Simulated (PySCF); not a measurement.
**Si₅H₁₂: fields and orbitals**

For Si₅H₁₂, the scripts below analyse its density (charges, bond critical points, surface potential), see where an electron leaves and enters and measure its response to a uniform field.

The runs use PySCF 2.14.0; levels as typed in each script, gas phase, geometry from GFN2-xTB.

### Step 1. The system as given

SMILES `[SiH3][SiH2][SiH2][SiH2][SiH3]`, 17 atoms, charge 0, spin multiplicity 1.

Bond lengths: Si1–Si2 2.311 Å, Si1–H6 1.465 Å, Si1–H7 1.464 Å, Si1–H8 1.466 Å, Si2–Si3 2.325 Å, Si2–H9 1.472 Å, Si2–H10 1.474 Å, Si3–Si4 2.325 Å, Si3–H11 1.473 Å, Si3–H12 1.472 Å, Si4–Si5 2.311 Å, Si4–H13 1.474 Å, Si4–H14 1.472 Å, Si5–H15 1.464 Å, Si5–H16 1.466 Å, Si5–H17 1.465 Å. Angles: Si2–Si1–H6 111.6°, Si2–Si1–H7 115.0°, Si2–Si1–H8 110.7°, H6–Si1–H7 106.2°, H6–Si1–H8 106.4°, H7–Si1–H8 106.4°, Si1–Si2–Si3 114.9°, Si1–Si2–H9 109.9°, Si1–Si2–H10 109.2°, Si3–Si2–H9 111.4°, Si3–Si2–H10 107.9°, H9–Si2–H10 102.8°, Si2–Si3–Si4 113.5°, Si2–Si3–H11 108.9°, Si2–Si3–H12 111.2°, Si4–Si3–H11 111.0°, Si4–Si3–H12 109.1°, H11–Si3–H12 102.7° and more.

Geometry (Å):

```xyz
17

Si   -2.75485   -1.09787    0.53645
Si   -1.71172    0.35383   -0.92854
Si   -0.00371    1.62498    0.00514
Si    1.70331    0.34555    0.92896
Si    2.76656   -1.08468   -0.54255
H    -3.38855   -0.38073    1.64606
H    -3.79824   -1.93450   -0.05961
H    -1.78163   -2.01549    1.13750
H    -2.71408    1.20341   -1.59137
H    -1.14187   -0.41553   -2.04943
H    -0.58075    2.53630    1.00757
H     0.57081    2.55190   -0.98408
H     1.12322   -0.44197    2.03195
H     2.69661    1.18829    1.61396
H     3.78435   -1.94657    0.06178
H     1.79871   -1.97829   -1.18694
H     3.43718   -0.35225   -1.61994
```

### Step 2. Density, bond paths and surface potential (PBE/def2-tzvp)

The input, input.py:

```python
import numpy as np
from pyscf import gto, scf, dft
from pyscf.scf import atom_ks, atom_hf
from scipy.linalg import block_diag

def solve(mol, dm0=None, hcore=None):
    mf = (dft.UKS if mol.spin else dft.RKS)(mol, xc='pbe')
    mf.grids.level = 3
    mf = mf.density_fit(auxbasis='def2-universal-jkfit')
    mf.conv_tol, mf.max_cycle = 1e-8, 80
    if hcore is not None:
        mf.get_hcore = lambda *args: hcore
    mf.kernel(dm0)
    if not mf.converged:
        mf = mf.newton().run(mf.mo_coeff, mf.mo_occ, max_cycle=30)
    assert mf.converged, 'SCF not converged'
    return mf

mol = gto.M(atom='''
Si    -2.75485    -1.09787     0.53645
Si    -1.71172     0.35383    -0.92854
Si    -0.00371     1.62498     0.00514
Si     1.70331     0.34555     0.92896
Si     2.76656    -1.08468    -0.54255
H     -3.38855    -0.38073     1.64606
H     -3.79824    -1.93450    -0.05961
H     -1.78163    -2.01549     1.13750
H     -2.71408     1.20341    -1.59137
H     -1.14187    -0.41553    -2.04943
H     -0.58075     2.53630     1.00757
H      0.57081     2.55190    -0.98408
H      1.12322    -0.44197     2.03195
H      2.69661     1.18829     1.61396
H      3.78435    -1.94657     0.06178
H      1.79871    -1.97829    -1.18694
H      3.43718    -0.35225    -1.61994
''', basis='def2-tzvp', charge=0, spin=0, verbose=4)
mf = solve(mol)
mf.analyze()
# spherically averaged free atoms, for the promolecule
atm = atom_ks.get_atm_nrks(mol, xc='pbe')
pro = block_diag(*[(atm[a[0]][2] * atm[a[0]][3]) @ atm[a[0]][2].T for a in mol._atom])
np.savez('result.npz', e=mf.e_tot, c=mf.mo_coeff, occ=mf.mo_occ, eps=mf.mo_energy, pro=pro, dip=mf.dip_moment(verbose=0), s2=mf.spin_square()[0])
```

The run is started by

```console
> OMP_NUM_THREADS=1 python input.py
```

### Step 4. Removing and adding an electron (PBE/def2-tzvp)

The input, input.py:

```python
import numpy as np
from pyscf import gto, scf, dft
from pyscf.scf import atom_ks, atom_hf
from scipy.linalg import block_diag

def solve(mol, dm0=None, hcore=None):
    mf = (dft.UKS if mol.spin else dft.RKS)(mol, xc='pbe')
    mf.grids.level = 3
    mf = mf.density_fit(auxbasis='def2-universal-jkfit')
    mf.conv_tol, mf.max_cycle = 1e-8, 80
    if hcore is not None:
        mf.get_hcore = lambda *args: hcore
    mf.kernel(dm0)
    if not mf.converged:
        mf = mf.newton().run(mf.mo_coeff, mf.mo_occ, max_cycle=30)
    assert mf.converged, 'SCF not converged'
    return mf

mol = gto.M(atom='''
Si    -2.75485    -1.09787     0.53645
Si    -1.71172     0.35383    -0.92854
Si    -0.00371     1.62498     0.00514
Si     1.70331     0.34555     0.92896
Si     2.76656    -1.08468    -0.54255
H     -3.38855    -0.38073     1.64606
H     -3.79824    -1.93450    -0.05961
H     -1.78163    -2.01549     1.13750
H     -2.71408     1.20341    -1.59137
H     -1.14187    -0.41553    -2.04943
H     -0.58075     2.53630     1.00757
H      0.57081     2.55190    -0.98408
H      1.12322    -0.44197     2.03195
H      2.69661     1.18829     1.61396
H      3.78435    -1.94657     0.06178
H      1.79871    -1.97829    -1.18694
H      3.43718    -0.35225    -1.61994
''', basis='def2-tzvp', charge=0, spin=0, verbose=4)
mf = solve(mol)
out = dict(e0=mf.e_tot, dm0=mf.make_rdm1(), c=mf.mo_coeff, occ=mf.mo_occ, eps=mf.mo_energy)
for name, dq, spin in [('cation', 1, 1)]:
    ion = mol.copy().set(charge=mol.charge + dq, spin=spin).build()
    mi = solve(ion)
    if spin and dq > 0 and mol.nao < 130:
        c, _, stable, _ = mi.stability(return_status=True)
        if not stable:
            mi = solve(ion, mi.make_rdm1(c, mi.mo_occ))
    print(name, 'vertical energy change / eV', (mi.e_tot - mf.e_tot) * 27.211386)
    out.update({'e_' + name: mi.e_tot, 'dm_' + name: mi.make_rdm1(), 's2_' + name: mi.spin_square()[0], 'eps_' + name: mi.mo_energy, 'occ_' + name: mi.mo_occ})
# spherically averaged free atoms, for the promolecule
atm = atom_ks.get_atm_nrks(mol, xc='pbe')
pro = block_diag(*[(atm[a[0]][2] * atm[a[0]][3]) @ atm[a[0]][2].T for a in mol._atom])
np.savez('result.npz', pro=pro, **out)
```

### Step 6. Response to an electric field (PBE/def2-tzvp)

input.py, as its differences from that of step 4:

```diff
@@ -37,13 +37,10 @@
 ''', basis='def2-tzvp', charge=0, spin=0, verbose=4)
+field = np.array([0.004, 0.0, 0.0])  # atomic units
+mol.set_common_orig(mol.atom_charges() @ mol.atom_coords() / mol.atom_charges().sum())
 mf = solve(mol)
-out = dict(e0=mf.e_tot, dm0=mf.make_rdm1(), c=mf.mo_coeff, occ=mf.mo_occ, eps=mf.mo_energy)
-for name, dq, spin in [('cation', 1, 1)]:
-    ion = mol.copy().set(charge=mol.charge + dq, spin=spin).build()
-    mi = solve(ion)
-    if spin and dq > 0 and mol.nao < 130:
-        c, _, stable, _ = mi.stability(return_status=True)
-        if not stable:
-            mi = solve(ion, mi.make_rdm1(c, mi.mo_occ))
-    print(name, 'vertical energy change / eV', (mi.e_tot - mf.e_tot) * 27.211386)
-    out.update({'e_' + name: mi.e_tot, 'dm_' + name: mi.make_rdm1(), 's2_' + name: mi.spin_square()[0], 'eps_' + name: mi.mo_energy, 'occ_' + name: mi.mo_occ})
+out = dict(dm0=mf.make_rdm1(), d0=mf.dip_moment(unit='AU'), e0=mf.e_tot)
+for name, sign in (('p', 1), ('m', -1)):
+    h = mf.get_hcore() + sign * np.einsum('x,xij->ij', field, mol.intor('int1e_r'))
+    mi = solve(mol, mf.make_rdm1(), h)
+    out.update({'dm' + name: mi.make_rdm1(), 'd' + name: mi.dip_moment(unit='AU'), 'e' + name: mi.e_tot})
 # spherically averaged free atoms, for the promolecule
```

(Steps that only read results are left out.)

**Question.** What will these runs give? Wanted: dipole moment; HOMO, LUMO; vertical ionisation energy; polarisability along the field.

**Answer**, as computed:

| quantity | value |
| --- | --- |
| dipole moment (PBE/def2-tzvp) | 0.16 D |
| HOMO, LUMO (PBE/def2-tzvp) | -7.08, -1.46 eV |
| vertical ionisation energy (PBE/def2-tzvp) | 9.38 eV |
| polarisability along the field (PBE/def2-tzvp) | 177.3 bohr³ |

In words: At PBE/def2-tzvp: The highest Hirshfeld charge is on Si1 and Si5 (+0.20 e), the lowest on H8 (−0.07 e). The ionisation energy from two SCF runs, 9.38 eV, lies 2.3 eV above −ε(HOMO) = 7.08 eV of the same level, PBE/def2-tzvp, since self-interaction lifts this functional's HOMO. All values hold at the given geometry, in the gas phase.
